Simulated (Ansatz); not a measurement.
# C4H16N2Si2: the cost of one run

Program: Ansatz 0.2.0. Level of theory: RKS PBE/STO-3G. These are calculated values, not measurements.

### Step 1. The starting structure

Bond lengths (14 of 23 bonds, heavy atoms first): Si1–Si2 2.220 Å, Si1–N6 1.820 Å, N6–C7 1.470 Å, N6–C11 1.470 Å, Si1–N16 1.819 Å, N16–C17 1.470 Å, N16–C21 1.470 Å, Si2–H3 1.460 Å, Si2–H4 1.460 Å, Si2–H5 1.460 Å, C7–H8 1.110 Å, C7–H9 1.110 Å, C7–H10 1.110 Å, C11–H12 1.110 Å. Angles (14 of 42 angles, heavy atoms first): Si2–Si1–N6 109.5°, Si2–Si1–N16 109.5°, N6–Si1–N16 109.5°, Si1–N6–C7 120.0°, Si1–N6–C11 120.0°, C7–N6–C11 120.0°, Si1–N16–C17 120.0°, Si1–N16–C21 120.0°, C17–N16–C21 120.0°, Si1–Si2–H3 109.5°, Si1–Si2–H4 109.5°, Si1–Si2–H5 109.5°, Si2–Si1–H15 109.5°, N6–Si1–H15 109.5°.

Coordinates:

```xyz
24

Si    0.0000    0.0000    0.0000
Si    0.0000    0.0000    2.2200
H    -1.3148   -0.4067    2.7074
H     1.0096   -0.9353    2.7074
H     0.3052    1.3420    2.7074
N     1.7163    0.0000   -0.6061
C     2.4072   -1.2730   -0.8567
H     1.7433   -1.9470   -1.4373
H     3.3364   -1.0830   -1.4334
H     2.6645   -1.7518    0.1112
C     2.4114    1.2730   -0.8449
H     3.0382    1.1875   -1.7570
H     1.6647    2.0824   -0.9844
H     3.0569    1.5118    0.0259
H    -0.6877    1.1914   -0.4862
N    -0.8572   -1.4851   -0.6061
C    -1.5991   -2.3398    0.3320
H    -1.2218   -2.1735    1.3626
H    -2.6791   -2.0872    0.2887
H    -1.4574   -3.4051    0.0541
C    -0.8082   -1.8308   -2.0340
H    -1.6103   -1.2865   -2.5747
H     0.1794   -1.5432   -2.4511
H    -0.9565   -2.9241   -2.1559
```

### Step 2. Preparing the start

The input, input.yaml:

```yaml
crystal:
  periodic: [false, false, false]
  atoms:
    - { symbol: Si, position_ang: [0.0, 0.0, 0.0] }
    - { symbol: Si, position_ang: [0.0, 0.0, 2.22] }
    - { symbol: H, position_ang: [-1.3148, -0.4067, 2.7074] }
    - { symbol: H, position_ang: [1.0096, -0.9353, 2.7074] }
    - { symbol: H, position_ang: [0.3052, 1.342, 2.7074] }
    - { symbol: "N", position_ang: [1.7163, 0.0, -0.6061] }
    - { symbol: C, position_ang: [2.4072, -1.273, -0.8567] }
    - { symbol: H, position_ang: [1.7433, -1.947, -1.4373] }
    - { symbol: H, position_ang: [3.3364, -1.083, -1.4334] }
    - { symbol: H, position_ang: [2.6645, -1.7518, 0.1112] }
    - { symbol: C, position_ang: [2.4114, 1.273, -0.8449] }
    - { symbol: H, position_ang: [3.0382, 1.1875, -1.757] }
    - { symbol: H, position_ang: [1.6647, 2.0824, -0.9844] }
    - { symbol: H, position_ang: [3.0569, 1.5118, 0.0259] }
    - { symbol: H, position_ang: [-0.6877, 1.1914, -0.4862] }
    - { symbol: "N", position_ang: [-0.8572, -1.4851, -0.6061] }
    - { symbol: C, position_ang: [-1.5991, -2.3398, 0.332] }
    - { symbol: H, position_ang: [-1.2218, -2.1735, 1.3626] }
    - { symbol: H, position_ang: [-2.6791, -2.0872, 0.2887] }
    - { symbol: H, position_ang: [-1.4574, -3.4051, 0.0541] }
    - { symbol: C, position_ang: [-0.8082, -1.8308, -2.034] }
    - { symbol: H, position_ang: [-1.6103, -1.2865, -2.5747] }
    - { symbol: H, position_ang: [0.1794, -1.5432, -2.4511] }
    - { symbol: H, position_ang: [-0.9565, -2.9241, -2.1559] }
basis:
  gaussian: { orbitals: STO-3G }
hamiltonian:
  xc: pbe
relax:
  f_tol: 0.02
  max_steps: 40
```

Launch:

```console
> ansatz run input.yaml --threads 1 --pin off --max-ram 2048MiB --backend cpu --events-out ev --progress --plain --runs-dir out
```

**Question.** How long does this run take on 1 thread of Arm Neoverse V2, shared host, and how much memory does it need?

About 2.4 min, with a peak of 0.16 GiB.
